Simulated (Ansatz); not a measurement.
# H3 (doublet): from Hartree-Fock to the top rungs at distance H1–H2 along a hydrogen transfer = 0.904 Å, cc-pVQZ

Aim: climb from Hartree-Fock through coupled cluster and multireference methods for H3 (doublet) at one geometry and basis, and see what each rung misses.

The runs use Ansatz 0.2.0, Gaussian basis; cc-pVQZ, core rule «outside noble gas», up to 0 orbitals frozen.

To be run: UHF; CCSD(T) on ROHF; CCSD(T) on UHF; BCCD(T) on ROHF; CISD; CCSDT on ROHF; CCSDT on UHF; CASSCF and NEVPT2, 3 electrons in 3 orbitals; Full CI.

9 further runs of the same task are left out: 1 for a mislabelled method, 8 that didn't finish.

## Step 1: The system

The geometry derives from fragments relaxed apart (PBE0/def2-TZVP) and kept rigid, so it is no stationary point. A hydrogen atom is moved between rigid fragments.

3 atoms, charge 0, spin multiplicity 2.

Atoms are counted from 1 here; the program's logs count them from 0.

Bond lengths: H2–H3 0.808 Å.

## Step 2: UHF

Input file in.yaml:

```yaml
crystal:
  periodic: [false, false, false]
  atoms:
    - {symbol: H, position_ang: [0.000000, 0.000000, -0.872000]}
    - {symbol: H, position_ang: [0.000000, 0.000000, 0.032000]}
    - {symbol: H, position_ang: [0.000000, 0.000000, 0.840000]}
basis:
  gaussian: {orbitals: cc-pVQZ}
magnetization: {spin_polarized: true, initial_magnetization: 1}
hamiltonian: {xc: hf}
output: {orbitals: {seedname: orbitals}}
```

The run is started by

```sh
$ ansatz run in.yaml --threads 1 --pin off --events-out ev --progress --plain --max-ram 2393MiB
```

After this run come: CCSD(T) on ROHF; CCSD(T) on UHF; BCCD(T) on ROHF; CISD; CCSDT on ROHF; CCSDT on UHF; CASSCF and NEVPT2, 3 electrons in 3 orbitals; Full CI.

Before running them: what should the planned runs give, taken together? Wanted: FCI below the RHF energy; RMP2 from FCI; UMP2 from FCI; RCCSD from FCI; RCCSD(T) from FCI; UCCSD(T) from FCI; NEVPT2 valence from FCI; T1 diagnostic; effectively unpaired electrons.

The runs gave:

```
                         quantity                                                            value
         FCI below the RHF energy                                                       -1.6684 eV
                    RMP2 from FCI                                                   +6.81 kcal/mol
                    UMP2 from FCI                                                   +7.14 kcal/mol
                   RCCSD from FCI                                                   +0.45 kcal/mol
                RCCSD(T) from FCI                                                   +0.07 kcal/mol
                UCCSD(T) from FCI                                                   +0.07 kcal/mol
          NEVPT2 valence from FCI                                                   +5.53 kcal/mol
levels within 1 kcal/mol (43 meV)  CISD, RCCSD, UCCSD, RCCSD(T), UCCSD(T), BCCD(T), RCCSDT, UCCSDT
                    T1 diagnostic                                                            0.032
   effectively unpaired electrons                                                             1.01
```

In words: RCCSD(T) lands +0.07 kcal/mol from the yardstick (0.2 % of the correlation energy). One determinant dominates. These misses are within one basis, not against nature.
